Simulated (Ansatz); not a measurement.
# B₂H₄OS, SMILES BB(O)S: a ladder of methods at one geometry

Program: Ansatz's Python interface.

Interactive session:
```pycon
>>> from dataclasses import dataclass
>>> from pathlib import Path
>>> import warnings
>>> import ansatz
>>> from ase import Atoms
>>> import numpy as np
>>> @dataclass(frozen=True)
... class Settings:
...     basis_set: str = "def2-SVP"
...
>>> opts = Settings()
>>> warnings.simplefilter("ignore", ansatz.DeckWarning)
>>> atoms = Atoms(["B", "B", "O", "S", "H", "H", "H", "H"], positions=[
...     (0.2865, 1.2531, 0.0726),
...     (0.0367, -0.3498, 0.0133),
...     (0.5704, -1.1807, 1.0577),
...     (-0.8542, -1.1268, -1.3959),
...     (-0.2215, 1.9669, -0.8083),
...     (0.8409, 1.8113, 0.9448),
...     (1.5353, -1.419, 0.7524),
...     (-2.102, -1.012, -0.6925),
... ])
>>> b2h4os = ansatz.Crystal.molecule_from_ase(atoms)
>>> job = b2h4os.calculation().basis(gaussian=opts.basis_set)
>>> print("functional    E (Ha)        dipole (D)   HOMO (eV)  LUMO (eV)")
functional    E (Ha)        dipole (D)   HOMO (eV)  LUMO (eV)
>>> for name in ["r2scan", "blyp", "revpbe", "r2scan0", "lc_wpbe"]:
...     report = job.functional(name).forces().orbitals().run(threads=1, pin="off", runs_dir="runs").report
...     lines = Path(report["orbitals_path"]).read_text().splitlines()
...     field_of = lambda key: [line.split("=")[1].strip() for line in lines if line.startswith(key)]
...     orbitals = [(27.211386 * float(e), s, float(n)) for e, s, n in zip(field_of("Ene="), field_of("Spin="), field_of("Occup="))]
...     homo = max(e for e, _, n in orbitals if n > 0.5)
...     lumo = min(e for e, _, n in orbitals if n < 0.5)
...     dipole = 4.803205 * np.linalg.norm(report["charge_distribution"]["dipole_moment_e_ang"])
...     print(f"{name:10s} {report['free_energy_ev'] / 27.211386246:14.6f} {dipole:9.3f} {homo:11.3f} {lumo:10.3f}")
...
r2scan        -525.161191     0.981      -5.839     -4.232
blyp          -525.213511     0.944      -5.298     -4.228
revpbe        -525.152351     0.959      -5.494     -4.363
r2scan0       -525.144860     1.007      -7.021     -3.370
lc_wpbe       -525.063096     1.077      -9.606     -1.111
```

Caveats:
- Total energies depend on the basis set; only differences at equal settings carry meaning.
- The geometry is a force-field or estimated start, not a minimum of this method, and the basis set is short of its limit. A lower total doesn't mark the better method: functionals have no common bound, and MP2 and coupled cluster aren't variational.
- Levels such as HOMO and LUMO are orbital energies: with these approximate functionals they aren't the ionisation energy and electron affinity, and their gap isn't the fundamental gap.
- Wall time of the script: 16 s on 1 thread of Intel(R) Xeon(R) Processor @ 2.30GHz (shared host), peak memory 0.27 GiB.
